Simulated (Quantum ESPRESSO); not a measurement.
The system is PtS2.

```xyz
6
Lattice="3.5432 0.0000 0.0000 -1.7716 3.0685 0.0000 0.0000 0.0000 10.0776" Properties=species:S:1:pos:R:3 pbc="T T T"
Pt    0.0000    0.0000    0.0000
S     0.0000    2.0457    1.2597
S     1.7716    1.0228    3.7791
Pt    0.0000    0.0000    5.0388
S     0.0000    2.0457    6.2985
S     1.7716    1.0228    8.8179
```

Base run:

| Property | Result |
| --- | --- |
| Program | Quantum ESPRESSO 7.5 |
| Functional | PBE |
| Potentials or basis | GBRV 1.5 PBE |
| Cutoff | 612 eV |
| Density cutoff | 4898 eV |
| k mesh | 5 × 5 × 2 |
| Occupations | gaussian, width 0.05 eV |
| Spin | collinear spin, antiferromagnetic start |
| Starting moments | [4.0, 0.0, 0.0, -4.0, -0.0, -0.0] μB |
| Hubbard terms | Pt d U = 6 eV |

Its results: band gap on the k mesh 0.62 eV; pressure 2.7 GPa; net moment 0.00 μB per cell; largest force 0.201 eV/Å.

Q: The run is repeated on the same cell with these changes: hubbard terms from Pt d U = 6 eV to Pt d U = 1 eV. What comes out?

A: Band gap on the k mesh 0.75 eV; pressure 2.1 GPa; net moment 0.00 μB per cell; largest force 0.325 eV/Å.

Caveats: spin-orbit coupling is left out, which moves the levels of the heavy elements; an odd mesh through Γ misses points on the zone boundary, where band edges often lie; the cell's inner coordinates are idealised or old, which leaves forces on the atoms.
